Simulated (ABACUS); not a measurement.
Crystal: HPbNO4.

```
Pb O N H
1.0
     3.85724    0.00000    0.00000
     0.17568    4.33430    0.00000
     0.70265    0.81828    5.88638
Pb O N H
1 4 1 1
Cartesian
  3.2143 2.6855 5.3969
  1.2831 2.6738 4.5777
  2.9477 4.6141 2.9341
  2.3661 4.0443 0.2266
  3.3082 2.0927 1.8808
  3.1505 1.4416 2.9466
  2.6694 4.0441 1.1681
```

The cell was built by a generator and needn't be a form met in nature.

Base run:

| Item | Value |
| --- | --- |
| Program | ABACUS 3.10.1 |
| Functional | PBE |
| Potentials or basis | SG15 ONCV 1.2 PBE |
| Cutoff | 1361 eV |
| Density cutoff | 5442 eV |
| Basis | TZDP LCAO (the cutoffs set its grid) |
| k mesh | 5 × 4 × 3 |
| Occupations | fermi-dirac, width 0.05 eV |
| Spin | no spin polarisation |

Its results: band gap on the k mesh 0.56 eV, indirect (least direct gap 0.93 eV); pressure 1.3 GPa; largest force 0.947 eV/Å.

Question: The run is repeated on the same cell with these changes: potentials or basis from SG15 ONCV 1.2 PBE to Ansatz NC PBE; basis from TZDP LCAO (the cutoffs set its grid) to DZP LCAO (the cutoffs set its grid). What comes out?

Answer: Band gap on the k mesh 0.56 eV, indirect (least direct gap 0.96 eV); pressure 3.0 GPa; largest force 2.032 eV/Å.

Caveats: the atomic orbitals were generated for these runs and aren't a published set; spin-orbit coupling is left out, which as a rule narrows the gap of such compounds by several tenths of an eV; an odd mesh through Γ misses points on the zone boundary, where band edges often lie; the basis of atomic orbitals isn't converged, which shifts pressures, moduli and gaps; forces of over 1 eV/Å show positions far from the minimum, so gaps and moduli don't describe the material at rest (some runs).

Not every run made on this cell is shown here.
